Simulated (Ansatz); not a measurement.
# H4O3Si: molecular dynamics

Purpose: to follow the molecule's vibrations and see whether its bonds hold. The start is relaxed first. Runs: 300 steps of 0.5 fs at constant energy, with velocities drawn for 500 K. SMILES of the start: O[SiH](O)O.

Program: Ansatz 0.2.0. Level of theory: RKS B3LYP/def2-SVP. These are calculated values, not measurements.

**1. The starting structure**

Bond lengths: Si1–O2 1.680 Å, O2–H3 1.010 Å, Si1–O4 1.680 Å, O4–H5 1.010 Å, Si1–O6 1.679 Å, O6–H7 1.010 Å, Si1–H8 1.459 Å. Angles: Si1–O2–H3 109.5°, O2–Si1–O4 109.4°, O2–Si1–O6 109.5°, O2–Si1–H8 109.5°, O4–Si1–O6 109.5°, O4–Si1–H8 109.5°, O6–Si1–H8 109.5°, Si1–O4–H5 109.5°, Si1–O6–H7 109.5°.

As a file:

```xyz
8

Si    0.0000    0.0000    0.0000
O     0.0000    0.0000    1.6800
H    -0.9095   -0.2814    2.0171
O     1.5842    0.0000   -0.5594
H     1.9006   -0.9521   -0.6761
O    -0.7913    1.3709   -0.5594
H    -1.7491    1.1401   -0.7818
H    -0.6877   -1.1914   -0.4862
```

**2. Relaxing the start**

The input, input.yaml:

```yaml
crystal:
  periodic: [false, false, false]
  atoms:
    - { symbol: Si, position_ang: [0.0, 0.0, 0.0] }
    - { symbol: O, position_ang: [0.0, 0.0, 1.68] }
    - { symbol: H, position_ang: [-0.9095, -0.2814, 2.0171] }
    - { symbol: O, position_ang: [1.5842, 0.0, -0.5594] }
    - { symbol: H, position_ang: [1.9006, -0.9521, -0.6761] }
    - { symbol: O, position_ang: [-0.7913, 1.3709, -0.5594] }
    - { symbol: H, position_ang: [-1.7491, 1.1401, -0.7818] }
    - { symbol: H, position_ang: [-0.6877, -1.1914, -0.4862] }
basis:
  gaussian: { orbitals: def2-SVP }
hamiltonian:
  xc: b3lyp
relax:
  f_tol: 0.02
  max_steps: 40
output:
  orbitals: {}
```

Launch:

```bash
> ansatz run input.yaml --threads 1 --pin off --max-ram 2048MiB --backend cpu --events-out ev --progress --plain --runs-dir out
```

After this run come: The run.

What does the calculation give? Wanted: relaxation of the start; temperature, first and last step; temperature, second half; potential energy, second half; largest change of the total energy; bonds formed or broken.

As calculated:

| quantity | value |
| --- | --- |
| relaxation of the start | 13 moves, 0.441 eV lower |
| length | 300 steps of 0.5 fs |
| temperature, first and last step | 500 and 283 K |
| temperature, second half | mean 237 K, from 116 to 351 K |
| potential energy, second half | +26 meV/atom from the start |
| largest change of the total energy | 0.29 meV/atom |
| bonds formed or broken | 0 |

**Reading.** The temperature starts at 500 K and averages 237 K in the second half, where it ranges from 116 to 351 K; a mean near half the start is what vibrations about a minimum give, since they share energy equally between motion and strain. The total energy strays from its start by at most 0.29 meV/atom, 1.3 % of the mean kinetic energy, which is good for a step of 0.5 fs. The bonds all hold. Averages from a run of 150 fs with 8 atoms are rough. The nuclei move classically, without zero-point motion, which matters most for hydrogen.
